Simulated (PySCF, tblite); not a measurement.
**C₅H₁₁NOSi: geometry, infrared bands and NMR shifts**

What infrared bands and NMR shifts should C₅H₁₁NOSi (`C=C([SiH2]N)C(=O)CC`) show?

Computed with tblite 0.8.0 and PySCF 2.14.0, with density-fitted response routines of our own, on a single molecule in the gas phase. Atoms are numbered from 0 throughout.

### 1 Starting geometry

19 atoms, charge 0, multiplicity 1; geometry from: force field or distance geometry start.

Bonds of the start (Å): C0–C1 1.32, C1–Si2 1.86, Si2–N3 1.82, C1–C4 1.46, C4–O5 1.26, C4–C6 1.49, C6–C7 1.51, C0–H8 1.07, C0–H9 1.09, Si2–H10 1.47, Si2–H11 1.46, N3–H12 1.02, N3–H13 1.06, C6–H14 1.10, C6–H15 1.13, C7–H16 1.12, C7–H17 1.09, C7–H18 1.12.

### 2 Relaxing the molecule with GFN2-xTB

The job: settings as JSON, then the geometry in Å.

```
{"job": {"kind": "relax", "xc": "GFN2-xTB", "basis": "xTB"}, "charge": 0, "multiplicity": 1}
C      0.459200    -1.324300    -1.385200
C      0.613700    -0.644800    -0.263300
Si     2.272400    -0.573900     0.580700
N      2.772500     1.162200     0.759100
C     -0.476900     0.061100     0.405400
O     -0.320500     0.707800     1.481200
C     -1.825000     0.045900    -0.217300
C     -2.848500     0.825200     0.573600
H      1.261100    -1.846200    -1.858600
H     -0.535300    -1.340600    -1.829800
H      3.317600    -1.228600    -0.222200
H      2.250600    -1.195600     1.901500
H      2.612400     1.700300    -0.089100
H      3.821800     1.104000     0.882300
H     -1.794300     0.481700    -1.232200
H     -2.155000    -1.029800    -0.313300
H     -3.847800     0.354800     0.366200
H     -2.648700     0.891800     1.648000
H     -2.939000     1.858200     0.145400
```

The run is started by

```sh
> OMP_NUM_THREADS=1 python probes_run.py task.json out
```

The driver reads the jobs from task.json and runs them one after another.

**Question.** This job is followed by: GFN2-xTB harmonic vibrations, gas phase; GIAO PBE0/pcSseg-1 NMR shielding, non-relativistic, gas phase. Predict these results of the whole session: strongest single infrared mode (GFN2-xTB); zero-point energy (GFN2-xTB); ¹³C shifts against TMS (PBE0/pcSseg-1); ¹H shifts against TMS (PBE0/pcSseg-1, means over atoms taken as alike); ²⁹Si shifts against TMS (PBE0/pcSseg-1); ¹⁵N shifts against NH3 (PBE0/pcSseg-1); ¹⁷O shifts against H2O (PBE0/pcSseg-1); surface potential, 1st and 99th percentile.

As calculated:

| quantity | value |
| --- | --- |
| strongest single infrared mode (GFN2-xTB) | 2204 cm⁻¹, 405 km/mol |
| zero-point energy (GFN2-xTB) | 92.7 kcal/mol |
| ¹³C shifts against TMS (PBE0/pcSseg-1) | 211.8, 159.1, 144.3, 33.3, 9.4 ppm |
| ¹H shifts against TMS (PBE0/pcSseg-1, means over atoms taken as alike) | 6.82, 6.79, 4.91, 2.76, 1.21, 0.36 ppm |
| ²⁹Si shifts against TMS (PBE0/pcSseg-1) | -35.4 ppm |
| ¹⁵N shifts against NH3 (PBE0/pcSseg-1) | 11.0 ppm |
| ¹⁷O shifts against H2O (PBE0/pcSseg-1) | 657.8 ppm |
| surface potential, 1st and 99th percentile | -1.54 V and 1.24 V |

Relaxing lowered the energy by 0.735 eV in 96 steps; the close pair that moved most is Si2–N3, from 1.815 to 1.722 Å. The lowest mode is slightly imaginary (11i cm⁻¹), a soft motion within the noise of the Hessian, so the minimum is not strictly shown. The strongest single mode, at 2204 cm⁻¹, moves mainly H11. GFN2-xTB is a fitted tight-binding method: band positions and strengths are rough. Its intensities can rank the bands wrongly. The most deshielded carbon is C4 (ketone carbonyl carbon), at 211.8 ppm: low-lying n→π* states of the double bond to the heteroatom give a large paramagnetic term (-278 ppm). At PBE0/pcSseg-1: The widest tensor belongs to O5: span 1272 ppm, with a paramagnetic part of -726 ppm. By nearest atom (PBE0/pcSseg-1), the HOMO sits on N3 62 %; H11 13 % and the LUMO on C0, C4 about 23 % each; O5 19 %.
